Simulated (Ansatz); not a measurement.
# Cr2Pd: the cost of one run

Method: DFT PBE, scalar-relativistic, plane waves, PAW, in Ansatz 0.2.0.

1 further run of the same task is left out (it didn't finish).

### 1 The structure to begin with

It takes space group Fm-3m (No. 225, cubic). Conventional cell: a = 5.285 Å, b = 5.285 Å, c = 5.285 Å, α = 90.00°, β = 90.00°, γ = 90.00°. Cr (site symmetry -43m) has 4 Pd at 2.29 Å as nearest neighbours. Pd (site symmetry m-3m) is surrounded by 8 Cr at 2.29 Å.

As a file:

```cif
data_structure
_symmetry_space_group_name_H-M 'Fm-3m'
_symmetry_Int_Tables_number 225
_cell_length_a 5.2848
_cell_length_b 5.2848
_cell_length_c 5.2848
_cell_angle_alpha 90.000
_cell_angle_beta 90.000
_cell_angle_gamma 90.000
_cell_volume 147.60
loop_
_atom_site_label
_atom_site_type_symbol
_atom_site_symmetry_multiplicity
_atom_site_Wyckoff_symbol
_atom_site_fract_x
_atom_site_fract_y
_atom_site_fract_z
_atom_site_occupancy
Cr1 Cr 8 c 0.25000 0.75000 0.75000 1
Pd1 Pd 4 a 0.00000 0.00000 0.00000 1
```

(A quick probe on a coarse mesh, which set the mesh and smearing, is not shown.)

### 3 Coarse relaxation

The input, input.yaml:

```yaml
crystal:
  lattice:
    - [0.0, 2.6424109991, 2.6424109991]
    - [2.6424109991, 0.0, 2.6424109991]
    - [2.6424109991, 2.6424109991, 0.0]
  atoms:
    - { symbol: Cr, position: [0.25, 0.25, 0.25] }
    - { symbol: Cr, position: [0.75, 0.75, 0.75] }
    - { symbol: Pd, position: [0.0, 0.0, 0.0] }
basis:
  ecutwfc: 420
kpoints:
  mp_grid: { grid: [6, 6, 6] }
hamiltonian:
  xc: pbe
scf:
  occupations: { method: gaussian, width: 0.1 }
  lower_state_search: "off"
output:
  forces: true
  stress: true
  eigenvalues: true
relax:
  adjacent_minimum: "off"
  f_tol: 0.04
  max_steps: 70
  cell: { stress_tol: 0.4 }
```

Launch:

```
> ansatz run input.yaml --threads 1 --pin off --max-ram 2560MiB --backend cpu --events-out ev --progress --plain --runs-dir out
```

Q: Estimate wall time and peak memory on 1 thread of Arm Neoverse V1, shared host.

About 12 s, with a peak of 0.32 GiB.
